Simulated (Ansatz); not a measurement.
# Bi: stress in a strained cell

Aim: deform Bi (zz strain of -3 %) and compute stress, forces and field gradients with LAPW, PAW and all-electron datasets made for the crystal.

Method: DFT PBEsol, scalar-relativistic, in Ansatz 0.2.0.

### Step 1. The system as given

Symmetry: C2/m, No. 12, monoclinic system. The conventional cell has a = 6.673 Å, b = 6.111 Å, c = 3.300 Å, α = 90.00°, β = 110.41°, γ = 90.00°. Bi (site symmetry m) has 6 Bi at 3.15 to 3.31 Å as nearest neighbours.

Structure file:

```
Bi
1.0
     3.33628   -3.05540    0.00000
     3.33628    3.05540    0.00000
    -1.15098    0.00000    3.09291
Bi
2
Direct
  0.25180 0.25180 0.14900
  0.74820 0.74820 0.85100
```

Atoms are numbered in the order of the input: Bi1, Bi2.

### Step 2. The deformed structure

Space group C2/m before, C2/m after.

### Step 3. All-electron LAPW

Input file input.yaml:

```yaml
crystal:
  lattice:
    - [3.33628, -3.0554, 0.0]
    - [3.33628, 3.0554, 0.0]
    - [-1.15098, 0.0, 3.0001227]
  atoms:
    - { symbol: Bi, position: [0.2518, 0.2518, 0.149] }
    - { symbol: Bi, position: [0.7482, 0.7482, 0.851] }
kpoints:
  mp_grid: { grid: [8, 8, 11] }
  band_path:
    path:
      - [0.0, 0.0, 0.0]
      - [-0.4905380905, 0.4905380905, 0.0]
      - [-0.5094619095, -0.4905380905, 0.0]
      - [-0.5, -0.5, 0.0]
      - [0.0, 0.0, 0.0]
      - [-0.5, -0.5, 0.5]
      - [-0.6883714103, -0.3116285897, 0.5]
      - [-0.3116285897, 0.3116285897, 0.5]
      - [0.0, 0.0, 0.5]
    npoints: 5
scf:
  occupations: { method: fermi_dirac, width: 0.05 }
hamiltonian:
  xc: pbesol
  pseudopotentials: { kind: all_electron, lapw: { basis_error: 0.00025 } }
output:
  forces: true
  stress: true
  eigenvalues: true
```

Started as:

```bash
$ ansatz run input.yaml --threads 1 --pin off --max-ram 3072MiB --backend cpu --events-out ev --progress --plain --runs-dir out
```

### Step 4. PAW with frozen cores

Input file input.yaml:

```yaml
crystal:
  lattice:
    - [3.33628, -3.0554, 0.0]
    - [3.33628, 3.0554, 0.0]
    - [-1.15098, 0.0, 3.0001227]
  atoms:
    - { symbol: Bi, position: [0.2518, 0.2518, 0.149] }
    - { symbol: Bi, position: [0.7482, 0.7482, 0.851] }
kpoints:
  mp_grid: { grid: [8, 8, 11] }
scf:
  occupations: { method: fermi_dirac, width: 0.05 }
hamiltonian:
  xc: pbesol
  pseudopotentials: { kind: paw }
output:
  forces: true
  stress: true
  eigenvalues: true
  efg: { contact_densities: true }
```

### Step 5. Datasets made for this crystal

input.yaml, as its differences from that of step 4:

```diff
@@ -14,3 +14,3 @@
   xc: pbesol
-  pseudopotentials: { kind: paw }
+  pseudopotentials: { kind: all_electron, datasets: crystal }
 output:
```

(Steps that only read results are left out.)

Before running it: what results should come out? Wanted: pressure; largest shear or deviatoric stress.

The runs gave:

```
                                 quantity                                           value
                                 pressure  LAPW 3.39, PAW 3.36, crystal datasets 3.39 GPa
largest shear or deviatoric stress (LAPW)                                        1.46 GPa
```

What this shows: The largest part of the stress beyond the pressure is 1.46 GPa in size, in the zz component; the atoms are carried along and not relaxed. No run of the undeformed cell stands beside it, so the pressure holds what the given cell had before the change. PAW: stress within 0.03 GPa of LAPW, forces within 1 meV/Å. Crystal datasets: stress within 0.01 GPa of LAPW, forces within 1 meV/Å. Spin-orbit coupling is left out, though the cell holds Bi; in elements this heavy it can shift bands and gaps by tenths of an eV.
